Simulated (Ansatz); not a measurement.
# C₂H₃BFN: an energy map over bond length N1–B2 and dihedral H6–N1–B2–C3

A grid of calculations on C₂H₃BFN, SMILES NBC#CF, to see where the energy is lowest and how it rises around there.

Method: RKS B3LYP-D4/def2-SVP; program: Ansatz 0.2.0.

## 1. The system as given

8 atoms, charge 0, spin multiplicity 1.

Atoms are counted from 1 here; the program's logs count them from 0.

Bond lengths: N1–B2 1.402 Å, N1–H6 1.021 Å, N1–H7 1.020 Å, B2–C3 1.531 Å, B2–H8 1.219 Å, C3–C4 1.228 Å, C4–F5 1.284 Å. Angles: B2–N1–H6 123.1°, B2–N1–H7 122.9°, H6–N1–H7 114.0°, N1–B2–C3 121.1°, N1–B2–H8 118.2°, C3–B2–H8 120.7°, B2–C3–C4 179.0°, C3–C4–F5 179.6°.

As a file:

```
N    -0.63679   -0.19139    1.39977
B     0.25997   -0.58612    0.39717
C     0.36656    0.18974   -0.91791
C     0.46556    0.79833   -1.98031
F     0.57667    1.42972   -3.09232
H    -1.25488    0.61654    1.30892
H    -0.73071   -0.68851    2.28517
H     0.95363   -1.56830    0.59952
```

This geometry comes from a loose relaxation at PBE in a small basis, which is not shown.

## 3. Setting up the map

The axes are (1) bond length N1–B2: 11 values from 1.143 to 2.091 Å; (2) dihedral H6–N1–B2–C3: 12 values from −180 to 150 °, periodic.

Nothing else is relaxed (all other coordinates rigid). Energies count from the relaxed molecule at the same level. Points are written as (first, second).

(The set-up runs are not shown.)

## 4. Grid point (1.428 Å, 0°)

The input, input.yaml:

```yaml
crystal:
  periodic: [false, false, false]
  atoms:
    - { symbol: "N", position_ang: [-0.635566, -0.190996, 1.3953] }
    - { symbol: B, position_ang: [0.277574, -0.593078, 0.373689] }
    - { symbol: C, position_ang: [0.383938, 0.183907, -0.942495] }
    - { symbol: C, position_ang: [0.488065, 0.782078, -1.994927] }
    - { symbol: F, position_ang: [0.59891, 1.410684, -3.103353] }
    - { symbol: H, position_ang: [-1.249464, 0.611283, 1.30907] }
    - { symbol: H, position_ang: [-0.725033, -0.687079, 2.273647] }
    - { symbol: H, position_ang: [0.969278, -1.564246, 0.568537] }
basis:
  gaussian: { orbitals: def2-SVP }
hamiltonian:
  xc: { name: B3LYP }
  dispersion: d4
output:
  forces: true
```

Run with:

```bash
> ansatz run input.yaml --threads 1 --pin off --max-ram 2560MiB --backend cpu --events-out ev --progress --plain --runs-dir out
```

Further runs follow: the other points that were computed.

**Question.** What will these runs give? Wanted: lowest point; highest computed point; dipole moment.

**Answer**, as computed:

```
               quantity                                                                       value
           lowest point                                                   (1.428 Å, 0°), 2.2 kJ/mol
 highest computed point                                (1.143 Å, −90°), 434 kJ/mol above the lowest
      dipole moment (D)  0.50 at (1.902 Å, −30°) to 3.05 at (1.143 Å, 0°); 2.11 at the lowest point
time for the whole task                                            7.7 min on 1 thread, shared host
```

What this shows: The lowest computed point is at (1.428 Å, 0°), 2.2 kJ/mol from the relaxed molecule at the same level; the map holds 2 wells of about this depth. The grid is coarse, so the lowest point of the scanned range may lie between grid points; coordinates that were held can hide deeper minima. No other kind of well shows on this grid. The highest computed point, (1.143 Å, −90°), lies 434 kJ/mol above the lowest. On the interpolated surface the easiest way out of the lowest well to the well at (1.428 Å, −180°) passes a barrier of about 140 kJ/mol. Round the minimum the two coordinates are nearly uncoupled.
